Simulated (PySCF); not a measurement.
**Accurate constants of InF+, step by step**

Aim: bond length, wavenumber and bond energy of InF+ near the limit of CCSD(T), built from two basis sets and any small corrections listed.

The runs use PySCF 2.14.0; CCSD(T) on ROHF, scalar-relativistic core potentials.

### 1 The job

- molecule: InF+
- state: doublet, unpaired electrons σ ↑
- smaller basis: In cc-pwCVDZ-PP with ECP28, F aug-cc-pVDZ
- larger basis: In cc-pwCVTZ-PP with ECP28, F aug-cc-pVTZ
- frozen core orbitals: 5
- extrapolation: correlation as n⁻³ (n = 2, 3), Hartree–Fock as (n+1)·exp(−9√n)
- corrections: none
- distances (Å): 1.7054, 1.7829, 1.8605, 1.9380, 2.0155, 2.1124, 2.2093
- masses (u): 114.9039, 18.9984
- dissociation limit: In+ + F

The run is started by

```sh
OMP_NUM_THREADS=4 python comp.py task.json out
```

### 2 The runs

**Question.** What will these runs give? Wanted: for each run, Re; ωe; ωexe; αe; De.

**Answer**, as computed:

```tsv
level	Re (Å)	ωe (cm⁻¹)	ωexe (cm⁻¹)	αe (cm⁻¹)	De (eV)
CCSD(T)/aug-cc-pVDZ(-PP)	1.9131	604.8	5.51	0.00241	0.928
CCSD(T)/aug-cc-pVTZ(-PP)	1.8952	621.6	5.35	0.00238	1.067
HF/CBS	1.8644	716.9	2.84	0.00167	0.194
MP2/CBS	1.8793	657.8	3.57	0.00189	1.162
CCSD/CBS	1.8821	648.6	4.74	0.00217	0.988
CCSD(T)/CBS	1.8916	624.7	5.31	0.00237	1.112
```

The last step gives Re = 1.8916 Å, ωe = 624.7 cm⁻¹ and De = 1.112 eV; the smaller basis alone is off from it by +21.5 mÅ and -0.18 eV. Near the minimum the mean field binds by 0.19 eV and correlation adds 0.91 eV of binding. T1 is 0.033. Spin–orbit coupling and excitations beyond (T) are left out.
